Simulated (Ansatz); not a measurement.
# TiWC2: the cost of one run

Program: Ansatz 0.2.0. Level of theory: DFT PBEsol, scalar-relativistic, plane waves, PAW. These are calculated values, not measurements.

1 further run of the same task is left out (it didn't finish).

### Step 1. The structure to begin with

The structure is trigonal, space group R-3m (No. 166). Conventional cell: a = 3.069 Å, b = 3.069 Å, c = 15.167 Å, α = 90.00°, β = 90.00°, γ = 120.00°. C (site symmetry 3m) has 3 Ti at 2.17 Å and 3 W at 2.18 Å as nearest neighbours. Ti (site symmetry -3m) has 6 C at 2.17 Å as nearest neighbours. Around W (site symmetry -3m) lie 6 C at 2.18 Å.

As a file:

```cif
data_structure
_symmetry_space_group_name_H-M 'R-3m:H'
_symmetry_Int_Tables_number 166
_cell_length_a 3.0688
_cell_length_b 3.0688
_cell_length_c 15.1665
_cell_angle_alpha 90.000
_cell_angle_beta 90.000
_cell_angle_gamma 120.000
_cell_volume 123.70
loop_
_atom_site_label
_atom_site_type_symbol
_atom_site_symmetry_multiplicity
_atom_site_Wyckoff_symbol
_atom_site_fract_x
_atom_site_fract_y
_atom_site_fract_z
_atom_site_occupancy
C1 C 6 c 0.00000 0.00000 0.24937 1
Ti1 Ti 3 b 0.33333 0.66667 0.16667 1
W1 W 3 a 0.00000 0.00000 0.00000 1
```

The cell is the database one, not relaxed. An earlier run on this cell at PBEsol gave -9.28 GPa at 10.308 Å³/atom (14×14×14 mesh), a metal on this mesh. The cell is stretched at this level.

### Step 2. Bands on a fine mesh, Fermi surface

input.yaml

```yaml
crystal:
  lattice:
    - [1.5344244692, 0.8859003803, 5.0555025443]
    - [-1.5344244692, 0.8859003803, 5.0555025443]
    - [0.0, -1.7718007607, 5.0555025443]
  atoms:
    - { symbol: C, position: [0.249372, 0.249372, 0.249372] }
    - { symbol: C, position: [0.750628, 0.750628, 0.750628] }
    - { symbol: Ti, position: [0.5, 0.5, 0.5] }
    - { symbol: W, position: [0.0, 0.0, 0.0] }
basis:
  ecutwfc: 420
  ecutrho_ratio: 4
kpoints:
  mp_grid: { grid: [14, 14, 14] }
hamiltonian:
  xc: pbesol
scf:
  occupations: { method: gaussian, width: 0.05 }
output:
  forces: true
  stress: true
  eigenvalues: true
  eigenstates:
    nscf_kmesh: { grid: [18, 18, 18] }
    de_dk: true
    e_range: [-2.5, 2.5]
  write_density: true
  write_potential: true
  elf: true
  volumetric_format: npy
```

On the command line:

```
ansatz run input.yaml --threads 4 --pin off --max-ram 9216MiB --backend cpu --events-out ev --progress --plain --runs-dir out
```

What time and memory should one allow on 4 threads of Intel Xeon Platinum 8259CL at 2.50GHz (Skylake/Cascade Lake), shared host?

About 11 s, with a peak of 0.7 GiB.
